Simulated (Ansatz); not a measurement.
# BClH5O2P: the cost of one run

Method: RKS BLYP-D4/def2-SVP, in Ansatz 0.2.0.

### Step 1. The system as given

Bond lengths: B1–Cl2 2.210 Å, B1–O3 1.410 Å, O3–H4 1.010 Å, B1–O5 1.410 Å, O5–H6 1.010 Å, B1–P7 2.210 Å, P7–H8 1.420 Å, P7–H9 1.420 Å, Cl2–H10 1.342 Å, P7–H10 1.396 Å. Angles (14 of 16 angles, heavy atoms first): Cl2–B1–O3 120.0°, Cl2–B1–O5 120.0°, Cl2–B1–P7 71.6°, O3–B1–O5 120.0°, O3–B1–P7 96.8°, O5–B1–P7 101.3°, B1–Cl2–H10 73.8°, B1–O3–H4 109.5°, B1–O5–H6 109.5°, B1–P7–H8 109.5°, B1–P7–H9 109.5°, B1–P7–H10 73.0°, Cl2–H10–P7 141.6°, H8–P7–H9 109.4°.

As a file:

```xyz
10

B     0.0000    0.0000    0.0000
Cl    0.0000    0.0000    2.2100
O     1.2211    0.0000   -0.7050
H     1.5209   -0.9519   -0.8599
O    -1.2211    0.0000   -0.7050
H    -1.7308   -0.8467   -0.4965
P     0.0991    2.0949    0.6969
H     0.6595    2.1347    2.0010
H     0.9104    2.8515   -0.1895
H     0.0608    1.2870    1.8353
```

### Step 2. Pulling towards end A

Springs on the bonds that form and break draw the guess towards this end; the thresholds are loose.

Contents of input.yaml:

```yaml
crystal:
  periodic: [false, false, false]
  atoms:
    - { symbol: B, position_ang: [0.0, 0.0, 0.0] }
    - { symbol: Cl, position_ang: [0.0, 0.0, 2.21] }
    - { symbol: O, position_ang: [1.2211, 0.0, -0.705] }
    - { symbol: H, position_ang: [1.5209, -0.9519, -0.8599] }
    - { symbol: O, position_ang: [-1.2211, 0.0, -0.705] }
    - { symbol: H, position_ang: [-1.7308, -0.8467, -0.4965] }
    - { symbol: P, position_ang: [0.0991, 2.0949, 0.6969] }
    - { symbol: H, position_ang: [0.6595, 2.1347, 2.001] }
    - { symbol: H, position_ang: [0.9104, 2.8515, -0.1895] }
    - { symbol: H, position_ang: [0.0608, 1.287, 1.8353] }
basis:
  gaussian: { orbitals: def2-SVP }
hamiltonian:
  xc: blyp
  dispersion: d4
relax:
  f_tol: 0.15
  max_steps: 25
  restrain:
    - { distance: [0, 6], at: 3.11, k: 30.0 }
    - { distance: [9, 1], at: 2.57, k: 30.0 }
    - { distance: [0, 1], at: 1.86, k: 30.0 }
    - { distance: [9, 6], at: 1.42, k: 30.0 }
```

Started as:

```
> ansatz run input.yaml --threads 2 --pin off --max-ram 3072MiB --backend cpu --events-out ev --progress --plain --runs-dir out
```

**Question.** How long does this run take on 2 threads of Arm Neoverse V1, shared host, and how much memory does it need?

About 39 s, with a peak of 0.15 GiB.
